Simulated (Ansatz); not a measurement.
# C₂H₈B₂Si: how energies converge with the basis set

An exercise on one series of results from a longer session: the logs are not shown, and one member is left open.

The runs use Ansatz 0.2.0, Gaussian basis; one geometry, several basis sets.

The runs, in order: PBE0-D4/def2-SVP; ωB97M-V/def2-SVP; PBE0-D4/def2-QZVPP; ωB97M-V/def2-QZVPP; the functionals' def2-TZVPP values are taken from earlier runs.

## The geometry

All runs share one geometry, relaxed beforehand with PBE0-D4 in a triple-zeta def2 set.

13 atoms, charge 0, spin multiplicity 1.

Atoms are counted from 1 here; the program's logs count them from 0.

Bond lengths: B1–B2 1.512 Å, B1–Si4 2.084 Å, B1–H6 1.376 Å, B1–H7 1.181 Å, B2–C3 1.518 Å, B2–Si4 2.054 Å, B2–H6 1.354 Å, C3–Si4 1.948 Å, C3–H8 1.087 Å, C3–H9 1.087 Å, Si4–C5 1.868 Å, Si4–H10 1.482 Å, C5–H11 1.092 Å, C5–H12 1.092 Å, C5–H13 1.092 Å. Angles: B2–B1–Si4 67.5°, B2–B1–H6 55.7°, B2–B1–H7 156.0°, Si4–B1–H6 87.3°, Si4–B1–H7 136.5°, H6–B1–H7 115.3°, B1–B2–C3 133.5°, B1–B2–Si4 69.6°, B1–B2–H6 57.1°, C3–B2–Si4 64.0°, C3–B2–H6 117.2°, Si4–B2–H6 89.2°, B2–C3–Si4 71.5°, B2–C3–H8 116.8°, B2–C3–H9 121.1°, Si4–C3–H8 114.1°, Si4–C3–H9 114.8°, H8–C3–H9 112.4° and more.

Set-up of the first run:

Input file in.yaml:

```yaml
crystal:
  periodic: [false, false, false]
  atoms:
    - {symbol: B, position_ang: [0.843109, 1.606682, 0.655768]}
    - {symbol: B, position_ang: [-0.392250, 1.038565, 1.317726]}
    - {symbol: C, position_ang: [-1.109577, -0.296290, 1.222092]}
    - {symbol: Si, position_ang: [0.524854, -0.394553, 0.167387]}
    - {symbol: C, position_ang: [0.195071, -0.855975, -1.612835]}
    - {symbol: H, position_ang: [-0.444526, 1.848177, 0.233532]}
    - {symbol: H, position_ang: [1.629793, 2.441583, 0.376618]}
    - {symbol: H, position_ang: [-1.102715, -0.921298, 2.111567]}
    - {symbol: H, position_ang: [-2.027942, -0.401241, 0.649812]}
    - {symbol: H, position_ang: [1.525127, -1.263221, 0.832283]}
    - {symbol: H, position_ang: [-0.099451, -1.904552, -1.697763]}
    - {symbol: H, position_ang: [1.086406, -0.696759, -2.223172]}
    - {symbol: H, position_ang: [-0.607499, -0.235820, -2.018414]}
basis:
  gaussian: {orbitals: def2-SVP}
hamiltonian: {xc: pbe0, dispersion: d4}
output: {orbitals: {seedname: orbitals}}
```

Started as:

```console
$ ansatz run in.yaml --threads 4 --pin off --events-out ev --progress --plain --max-ram 10444MiB
```

Among the steps run: PBE0-D4 in def2-SVP; ωB97M-V in def2-SVP; PBE0-D4 in def2-QZVPP; ωB97M-V in def2-QZVPP.

One of the session's tables, all rows but one given; the rest of the session is left out.

It belongs to the step «Functionals by basis». 

```
functional       basis  HOMO (eV)
   PBE0-D4    def2-SVP      -6.77
   PBE0-D4  def2-TZVPP      -6.79
   PBE0-D4  def2-QZVPP      -6.80
   ωB97M-V    def2-SVP          ?
   ωB97M-V  def2-TZVPP      -8.86
   ωB97M-V  def2-QZVPP      -8.87
```

**Question.** Estimate the row for ωB97M-V, def2-SVP.

As computed: HOMO (eV): -8.81. In the column «HOMO (eV)» it lies between ωB97M-V, def2-TZVPP (-8.86) and PBE0-D4, def2-QZVPP (-6.80).
